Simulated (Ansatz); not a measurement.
# C3H9FGeS3: a ladder of functionals and wavefunction methods

The task here is to estimate one member of a computed series from the others.

Program: Ansatz 0.2.0, Gaussian basis. Level of theory: functionals in def2-TZVPP, the program's frozen cores in correlated methods. These are calculated values, not measurements.

The runs, in order: LDA (SPW92), PBE-D4, revPBE-D4, BLYP-D4, r2SCAN-D4, B97M-V, PBE0-D4, B3LYP-D4, r2SCANh-D4, r2SCAN0-D4, HSE06-D4, BHLYP-D4, CAM-B3LYP-D4, LC-ωPBE, ωB97X-V, ωB97M-V, B2PLYP, PBE-QIDH; CCSD(T)/def2-SVP; CCSD(T)/def2-TZVPP; MP2/def2-QZVPP; extrapolation to the limit; RPA on PBE.

### The relaxed structure

An earlier PBE0-D4 in a triple-zeta def2 set relaxation fixed the geometry.

SMILES `C[S][Ge]([F])([S]C)[S]C`, 17 atoms, charge 0, spin multiplicity 1.

Atoms are counted from 1 here; the program's logs count them from 0.

Bond lengths: C1–S2 1.818 Å, C1–H9 1.088 Å, C1–H10 1.090 Å, C1–H11 1.089 Å, S2–Ge3 2.187 Å, Ge3–F4 1.753 Å, Ge3–S5 2.209 Å, Ge3–S7 2.194 Å, S5–C6 1.817 Å, C6–H12 1.087 Å, C6–H13 1.089 Å, C6–H14 1.090 Å, S7–C8 1.814 Å, C8–H15 1.089 Å, C8–H16 1.090 Å, C8–H17 1.090 Å. Angles: S2–C1–H9 110.8°, S2–C1–H10 106.1°, S2–C1–H11 110.9°, H9–C1–H10 109.4°, H9–C1–H11 110.3°, H10–C1–H11 109.2°, C1–S2–Ge3 98.5°, S2–Ge3–F4 108.1°, S2–Ge3–S5 112.1°, S2–Ge3–S7 107.9°, F4–Ge3–S5 103.1°, F4–Ge3–S7 109.7°, S5–Ge3–S7 115.6°, Ge3–S5–C6 101.0°, S5–C6–H12 110.8°, S5–C6–H13 111.4°, S5–C6–H14 105.9°, H12–C6–H13 110.1° and more.

Set-up of the first run:

File in.yaml:

```yaml
crystal:
  periodic: [false, false, false]
  atoms:
    - {symbol: C, position_ang: [-0.620519, -2.838189, -1.714428]}
    - {symbol: S, position_ang: [-0.658007, -1.198473, -2.497602]}
    - {symbol: Ge, position_ang: [-0.443889, 0.023406, -0.696884]}
    - {symbol: F, position_ang: [-1.592673, -0.554686, 0.494377]}
    - {symbol: S, position_ang: [1.505371, -0.290719, 0.294071]}
    - {symbol: C, position_ang: [1.041877, -0.096239, 2.040156]}
    - {symbol: S, position_ang: [-0.913415, 2.098987, -1.230419]}
    - {symbol: C, position_ang: [0.010684, 2.993585, 0.049131]}
    - {symbol: H, position_ang: [-1.473281, -2.969444, -1.051042]}
    - {symbol: H, position_ang: [-0.678902, -3.561808, -2.527107]}
    - {symbol: H, position_ang: [0.310274, -2.986030, -1.168151]}
    - {symbol: H, position_ang: [0.155564, -0.681915, 2.271866]}
    - {symbol: H, position_ang: [0.875331, 0.950104, 2.292111]}
    - {symbol: H, position_ang: [1.886771, -0.471126, 2.617486]}
    - {symbol: H, position_ang: [-0.498411, 2.938888, 1.010491]}
    - {symbol: H, position_ang: [0.046682, 4.033288, -0.275296]}
    - {symbol: H, position_ang: [1.027444, 2.609971, 0.131442]}
basis:
  gaussian: {orbitals: def2-TZVPP}
hamiltonian: {xc: lda}
output: {orbitals: {seedname: orbitals}}
```

Launch:

```sh
ansatz run in.yaml --threads 5 --pin off --events-out ev --progress --plain --max-ram 66560MiB --backend cuda --devices 0, --max-vram 37GiB
```

Among the steps run: LDA; PBE-D4 (GGA); revPBE-D4 (GGA); BLYP-D4 (GGA); r2SCAN-D4 (meta-GGA); B97M-V (meta-GGA); PBE0-D4 (hybrid); B3LYP-D4 (hybrid); r2SCANh-D4 (hybrid); r2SCAN0-D4 (hybrid); HSE06-D4 (hybrid); BHLYP-D4 (hybrid); CAM-B3LYP-D4 (range-separated); LC-ωPBE (range-separated); ωB97X-V (range-separated); ωB97M-V (range-separated); B2PLYP (double hybrid); PBE-QIDH (double hybrid).

One of the session's tables, all rows but one given; the rest of the session is left out.

It belongs to the step «Frontier levels by functional». 

```
  functional  HOMO (eV)  gap (eV)
 LDA (SPW92)      -5.97      3.94
      PBE-D4      -5.85      4.11
   revPBE-D4      -5.80      4.18
     BLYP-D4          ?         ?
   r2SCAN-D4      -6.12      4.61
      B97M-V      -6.22      4.75
     PBE0-D4      -7.08      6.27
    B3LYP-D4      -6.84      5.75
  r2SCANh-D4      -6.57      5.40
  r2SCAN0-D4      -7.25      6.58
    HSE06-D4      -6.68      5.50
    BHLYP-D4      -8.17      8.35
CAM-B3LYP-D4      -8.40      8.60
     LC-ωPBE      -9.81     11.21
     ωB97X-V      -9.44     10.73
     ωB97M-V      -9.27     10.36
```

Q: Estimate the row for BLYP-D4 from the others.

Worked estimate for «HOMO (eV)». Against the share of exact exchange, B3LYP-D4 (0.2, -6.84), BHLYP-D4 (0.5, -8.17) give a slope of -4.43 per unit share; at 0 the line stands at -5.95.

The run gave: HOMO (eV): -5.69; gap (eV): 4.03. In «HOMO (eV)» the line misses by -0.26.
